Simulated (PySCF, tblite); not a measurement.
# CH₅BO₂, a small molecule taken as a stand-in for a surface group (boron hydroxide): NMR shifts, core binding energies and electronic excitations

What NMR shifts, core binding energies and electronic excitations should one expect for `CB(O)O`?

Computed with tblite 0.8.0 and PySCF 2.14.0; each step states its level. No surroundings beyond the atoms listed, unless a continuum is named. Atoms count from 0, parts from 1.

## (1) The system as given

9 atoms, charge 0, multiplicity 1; geometry: distance geometry start.

## (2) Geometry optimisation with GFN2-xTB

What the job is given:

```
{"job": {"kind": "relax", "xc": "GFN2-xTB", "basis": "xTB"}, "charge": 0, "multiplicity": 1}
O     -1.287845    -2.150001    -1.105238
B     -0.756074    -0.797699    -0.776051
O     -1.242374     0.315456    -1.666869
C     -0.605152    -0.433607     0.739480
H     -0.991592    -2.715268    -1.840564
H     -1.329452     0.250650    -2.646327
H      0.145572    -0.983992     1.176311
H     -0.407942     0.574668     0.830544
H     -1.518841    -0.657488     1.228848
```

Method: GFN2-xTB geometry optimisation, gas phase.

Command:

```bash
> OMP_NUM_THREADS=1 python cluster_run.py task.json out
```

This one command runs all jobs of the session in turn.

**Question.** The jobs that follow are: PBE0-D3(BJ)/def2-SVP geometry optimisation, gas phase; GIAO PBE0/pcSseg-2 NMR shielding, non-relativistic, gas phase; delta-SCF UKS SCAN, pcX-2 on the ionised atom, pcseg-1 elsewhere, spin-free X2C; TDDFT CAM-B3LYP/def2-SVPD, vertical, gas phase, core orbitals frozen in the response. Predict: point group; rotational constants (main isotopes); 13C shifts against TMS (PBE0/pcSseg-2); 1H shifts against TMS (PBE0/pcSseg-2); 17O shifts against H2O (PBE0/pcSseg-2); 11B shifts against BF3·OEt2 (PBE0/pcSseg-2); surface potential, 1st and 99th percentile; O1s binding energies, SCAN/pcX-2; B1s binding energies, SCAN/pcX-2; C1s binding energies, SCAN/pcX-2; lowest singlet (CAM-B3LYP/def2-SVPD); brightest single state of those computed; lowest triplet; vertical ionisation energy (ΔSCF).

**Answer**, as computed:

```
                                   quantity                             value
                                point group                                C1
       rotational constants (main isotopes)              9.73, 8.18, 4.57 GHz
     13C shifts against TMS (PBE0/pcSseg-2)                          -3.6 ppm
      1H shifts against TMS (PBE0/pcSseg-2)  2.60, 2.58, 0.28, 0.25, 0.17 ppm
     17O shifts against H2O (PBE0/pcSseg-2)                  122.7, 119.8 ppm
11B shifts against BF3·OEt2 (PBE0/pcSseg-2)                          31.4 ppm
      surface potential, 1st and 99th percentile                -1.33 V and 2.84 V
           O1s binding energies, SCAN/pcX-2           O2 539.25, O0 539.24 eV
           B1s binding energies, SCAN/pcX-2                      B1 197.38 eV
           C1s binding energies, SCAN/pcX-2                      C3 290.02 eV
       lowest singlet (CAM-B3LYP/def2-SVPD)       7.70 eV (161 nm), f = 0.000
   brightest single state of those computed       state 3, 8.56 eV, f = 0.126
                             lowest triplet                           7.45 eV
          vertical ionisation energy (ΔSCF)                          12.24 eV
```

The optimisation took 4 steps and gained 0.053 eV; among the close pairs (by a distance rule), C3–H6 changed most, from 1.072 to 1.100 Å (PBE0/def2-SVP). The O1s levels computed lie within 0.01 eV of one another, too close to rank. The lowest singlet, at 7.70 eV, is HOMO→LUMO 0.93 and is dark; of the 6 states computed, the strongest absorption comes from state 3 at 8.56 eV. The lowest triplet lies 0.25 eV below the lowest singlet (triplets in Tamm-Dancoff, singlets in full TDDFT). The orbital energy would give 11.01 eV for ionisation, ΔSCF gives 12.24 eV. In this run the hole sits in HOMO−1, not in the HOMO; unless the two are degenerate, this need not be the first ionisation.
